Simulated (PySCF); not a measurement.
# Changing the system itself: RbP (triplet)

How does RbP (triplet) answer to another spin, charge, distance or environment?

The runs use PySCF 2.14.0; method and basis as typed in the scripts.

4 further runs of the same task are left out: 2 for a known fault of the program, 2 that didn't finish.

## (1) The system as given

RbP (triplet): 2 atoms, charge 0, spin multiplicity 3.

Bond lengths: Rb1–P2 2.969 Å.

## (2) The run that the others are compared with

The input, input.py:

```python
from pyscf import gto, scf, tdscf

mol = gto.M(
    atom='Rb 0 0 0; P 0 0 2.969',
    basis='lanl2dz',
    ecp={'Rb': 'lanl2dz', 'P': 'lanl2dz'},
    charge=0,
    spin=2,
    verbose=3,
)
mf = scf.UHF(mol)
mf.kernel()
td = tdscf.TDA(mf)
td.nstates = 8
td.kernel()
td.analyze(verbose=3)
mf.dip_moment()
print('orbital energies (hartree):', [e[max(0, n-3):n+3].round(4) for e, n in zip(mf.mo_energy, mol.nelec)])
```

Run with:

```sh
$ OMP_NUM_THREADS=1 python input.py
```

The log of this run is left out.

In short: E(SCF) = -29.879288 Eh, ⟨S²⟩ = 2.506, μ = 3.72 D, excitations 0.42, 0.42, 0.92, 1.96, 1.96 eV.

⟨S²⟩ = 2.51 against 2.00 for a pure state: the determinant is spin-contaminated. The bond length is a typed value, not an optimised one. The triplet is typed in the script; nothing here shows that it is the ground state.

## (3) Electric field 0.001 a.u.

Edit 1 changes electric field: none → 0.001 a.u.

The input, input.py:

```python
from pyscf import gto, scf, tdscf

mol = gto.M(
    atom='Rb 0 0 0; P 0 0 2.969',
    basis='lanl2dz',
    ecp={'Rb': 'lanl2dz', 'P': 'lanl2dz'},
    charge=0,
    spin=2,
    verbose=3,
)
mf = scf.UHF(mol)
field = 0.001  # electric field along z, atomic units
h = mf.get_hcore() + field*mol.intor('int1e_r')[2]
mf.get_hcore = lambda *args: h
e_nuc = mol.energy_nuc() - field*mol.atom_charges() @ mol.atom_coords()[:, 2]
mf.energy_nuc = lambda *args: e_nuc
mf.kernel()
td = tdscf.TDA(mf)
td.nstates = 8
td.kernel()
td.analyze(verbose=3)
mf.dip_moment()
print('orbital energies (hartree):', [e[max(0, n-3):n+3].round(4) for e, n in zip(mf.mo_energy, mol.nelec)])
```

Run with:

```sh
$ OMP_NUM_THREADS=1 python input.py
```

## (4) Bond 2.88 Å

Edit 2 changes bond length: 2.969 Å → 2.88 Å.

Changes to input.py since step 2:

```diff
@@ -3,3 +3,3 @@
 mol = gto.M(
-    atom='Rb 0 0 0; P 0 0 2.969',
+    atom='Rb 0 0 0; P 0 0 2.88',
     basis='lanl2dz',
```

## (5) Septet

Edit 3 changes spin (2S): 2 → 6.

Changes to input.py since step 2:

```diff
@@ -7,3 +7,3 @@
     charge=0,
-    spin=2,
+    spin=6,
     verbose=3,
```

## (6) Bond 10 Å

Edit 4 changes bond length: 2.969 Å → 10 Å.

Changes to input.py since step 2:

```diff
@@ -3,3 +3,3 @@
 mol = gto.M(
-    atom='Rb 0 0 0; P 0 0 2.969',
+    atom='Rb 0 0 0; P 0 0 10',
     basis='lanl2dz',
```

## (7) Lengths in bohr

Edit 5 changes length unit: angstrom → bohr; bond length: 2.969 Å → 2.969 bohr.

Changes to input.py since step 2:

```diff
@@ -8,2 +8,3 @@
     spin=2,
+    unit='bohr',
     verbose=3,
```

## (8) Charge +2

Edit 6 changes charge: 0 → 2.

Changes to input.py since step 2:

```diff
@@ -6,3 +6,3 @@
     ecp={'Rb': 'lanl2dz', 'P': 'lanl2dz'},
-    charge=0,
+    charge=2,
     spin=2,
```

Before running it: what results should come out? Wanted: for each run, E(SCF); from base; SCF dipole; after the SCF.

The runs gave:

```tsv
run	E(SCF) (hartree)	from base (eV)	SCF dipole (D)	after the SCF
base	-29.879288	0	3.72	lowest root found 0.42 eV
electric field 0.001 a.u.	-29.878499	+0.0215	0.52	lowest root found 0.56 eV
bond 2.88 Å	-29.871899	+0.2011	3.84	lowest root found 0.32 eV
septet	-29.428451	+12.2679	14.23	lowest root found 1.82 eV
bond 10 Å (poor choice)	-29.898584	-0.5251	0.00	lowest root found 1.36 eV
lengths in bohr (poor choice)	-28.917863	not comparable	0.40	lowest root found 1.77 eV
charge +2	-29.196925	+18.5680	n/a	lowest root found 0.08 eV
```

What this shows: The largest comparable shift of the SCF energy, +12.268 eV, comes with the run “septet”. The septet solution found lies 12.27 eV above the base triplet at this geometry and level. Rows marked «poor choice» come from settings spoiled on purpose.
